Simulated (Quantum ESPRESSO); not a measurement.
The system is TaF3.

```
Ta F
1.0
     3.90120    0.00000    0.00000
     0.00000    3.90120    0.00000
     0.00000    0.00000    3.90120
Ta F
1 3
Direct
  0.00000 0.00000 0.00000
  0.50000 0.00000 0.00000
  0.00000 0.50000 0.00000
  0.00000 0.00000 0.50000
```

Base run:

| Property | Result |
| --- | --- |
| Program | Quantum ESPRESSO 7.5 |
| Functional | PBE |
| Potentials or basis | SSSP 1.3 efficiency PBE |
| Cutoff | 748 eV |
| Density cutoff | 5987 eV |
| k mesh | 5 × 5 × 5 |
| Occupations | gaussian, width 0.05 eV |
| Spin | no spin polarisation |
| Hubbard terms | Ta d U = 5 eV |

Its results: band gap on the k mesh none (metal or under the smearing width); pressure 28.5 GPa.

Task: The run is repeated on the same cell with these changes: spin from no spin polarisation to collinear spin, ferromagnetic start; magnetic state asked for from nm to fm. What comes out?

Result: Band gap on the k mesh none (metal or under the smearing width); pressure 34.9 GPa; net moment 2.00 μB per cell; site moments Ta +0.80; F +0.01 μB.

Caveats: a pressure of tens of GPa on the cell as given is suspect, and the run, the potentials or the cell itself is likely at fault; U without spin polarisation on a metal has little footing (some runs).
